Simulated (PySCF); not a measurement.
# C9H12: magnetic properties

Programs: PySCF 2.14.0, with routines of our own; each step states its level. All values are computed. Atoms count from 0.

## 1. The starting structure

21 atoms, charge 0, multiplicity 1; geometry from: GFN2-xTB.

## 2. Magnetic properties: GIAO KT3/pcSseg-1

The job: settings as JSON, then the geometry in Å.

```
{"job": {"kind": "mag", "xc": "KT3", "basis": "pcSseg-1", "isotopologues": 0}, "charge": 0, "multiplicity": 1}
C      4.333248    -0.240534    -0.209647
C      3.289248     0.810752    -0.451727
C      2.020499     0.574659    -0.568078
C      0.741884     0.323401    -0.664579
C     -0.164171     0.320758     0.467395
C     -1.467079     0.083735     0.362652
C     -2.386985    -0.216208    -0.789826
C     -3.563562    -0.246524     0.203684
C     -2.588083     0.030742     1.363105
H      4.890752    -0.009752     0.697878
H      5.037902    -0.265163    -1.040969
H      3.877364    -1.221601    -0.104150
H      3.661471     1.825628    -0.539808
H      0.306199     0.108377    -1.633126
H      0.271263     0.523997     1.437315
H     -2.441506     0.566975    -1.546342
H     -2.187944    -1.164895    -1.289130
H     -4.077474    -1.203175     0.265951
H     -4.299090     0.538884     0.044790
H     -2.759477     0.962542     1.902462
H     -2.503379    -0.776248     2.091680
```

Level: GIAO KT3/pcSseg-1 magnetisability, rotational g tensor and spin-rotation constants, non-relativistic, gas phase.

Run with:

```console
$ OMP_NUM_THREADS=1 python excited_run.py task.json out
```

The driver reads the jobs from task.json and runs them one after another.

Q: Estimate the wall time and peak memory of this first job on 1 thread of Arm Neoverse V2, shared host.

About 52 s, with a peak of 0.77 GiB.
